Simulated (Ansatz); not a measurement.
Working through a single point from an input written key by key of CH3ClMoS2, SMILES [CH3][Mo](=[S])(=[S])[Cl]

Program: Ansatz 0.2.0, Python API.

Run as a notebook:

```python
import ansatz as az
import numpy as np
import pandas as pd

DECK = """
crystal:
  periodic: [false, false, false]
  atoms:
    - { symbol: C, position_ang: [-0.9554, -0.2634, 0.7159] }
    - { symbol: Mo, position_ang: [0.7679, 0.0884, -0.5843] }
    - { symbol: S, position_ang: [2.2205, -1.2171, -0.0432] }
    - { symbol: S, position_ang: [0.3331, -0.2309, -2.5479] }
    - { symbol: Cl, position_ang: [1.5591, 2.3408, -0.3473] }
    - { symbol: H, position_ang: [-1.367, -1.2443, 0.5858] }
    - { symbol: H, position_ang: [-0.7003, -0.0366, 1.7671] }
    - { symbol: H, position_ang: [-1.7656, 0.506, 0.3982] }
basis:
  gaussian: { orbitals: def2-SVP }
correlation:
  method: mp2
  electrons: valence
output:
  forces: true
"""

session = az.Session.from_yaml(DECK)
data = session.plan(threads=1).execute().report
```

```python
print(f"E = {data['free_energy_ev']:.6f} eV = {data['free_energy_ev'] / 27.211386246:.7f} Ha")
print("converged:", data["converged"], " doubts:", data["published_state_doubts"] or "none")
symbols = ["C", "Mo", "S", "S", "Cl", "H", "H", "H"]
parts = data["correlation"]
for name in ("random_phase", "coupled_cluster", "perturbative"):
    if name in parts:
        print(f"{name:16s} {parts[name]['energy']['hartree']:12.7f} Ha")
if "second_order" in parts:
    pair = parts["second_order"]
    print(f"MP2 same spin {pair['same_spin']['hartree']:.7f} Ha, opposite spin {pair['opposite_spin']['hartree']:.7f} Ha")
state = data["mean_field"]["state"]
print(f"mean field: {state['energy']['hartree']:.7f} Ha, <S^2> = {abs(state['spin_squared']):.4f}, stability: {state.get('stability', {}).get('kind')}")
```

    E = -37070.464405 eV = -1362.3144396 Ha
    converged: True  doubts: none
    MP2 same spin -0.3046858 Ha, opposite spin -0.7062745 Ha
    mean field: -1361.3034794 Ha, <S^2> = 0.0000, stability: minimum

```python
print("forces (eV/A)")
for symbol, f in zip(symbols, data["forces_ev_ang"]):
    print(f"  {symbol:2s} {f[0]:9.4f} {f[1]:9.4f} {f[2]:9.4f}")
charges = data["charge_distribution"]
table = pd.DataFrame({"atom": symbols, "mulliken": charges["mulliken_charges_e"], "lowdin": charges["lowdin_charges_e"]})
print(table.round(3).to_string())
print("dipole (e A):", np.round(charges["dipole_moment_e_ang"], 4) + 0.0)
```

    forces (eV/A)
      C    -0.3684    1.9350   -1.1062
      Mo   -1.5226    5.2798    3.0891
      S     2.3821   -2.4893    0.9279
      S    -0.9416   -0.8537   -3.0151
      Cl   -0.4435   -1.5302   -0.1870
      H    -0.4929   -1.0147    0.1642
      H     0.2016   -0.2721   -0.1208
      H     1.1853   -1.0547    0.2480
      atom  mulliken  lowdin
    0    C    -0.360  -0.017
    1   Mo     0.259  -1.514
    2    S     0.034   0.588
    3    S     0.029   0.579
    4   Cl    -0.215   0.255
    5    H     0.081   0.018
    6    H     0.087   0.035
    7    H     0.086   0.055
    dipole (e A): [-0.1464 -0.3206 -0.0031]

The settings weren't tested for convergence. The geometry is a force-field or estimated start, not a minimum of this method, and the basis set is short of its limit. def2 sets replace the cores of elements past krypton by effective core potentials. The Löwdin charges here are taken after orthogonalising the functions within each atom; they differ from plain Löwdin charges, and their signs can be unphysical. The whole script took 10 s on 1 thread of Arm Neoverse V1, with other jobs on the host, peak memory 0.39 GiB.
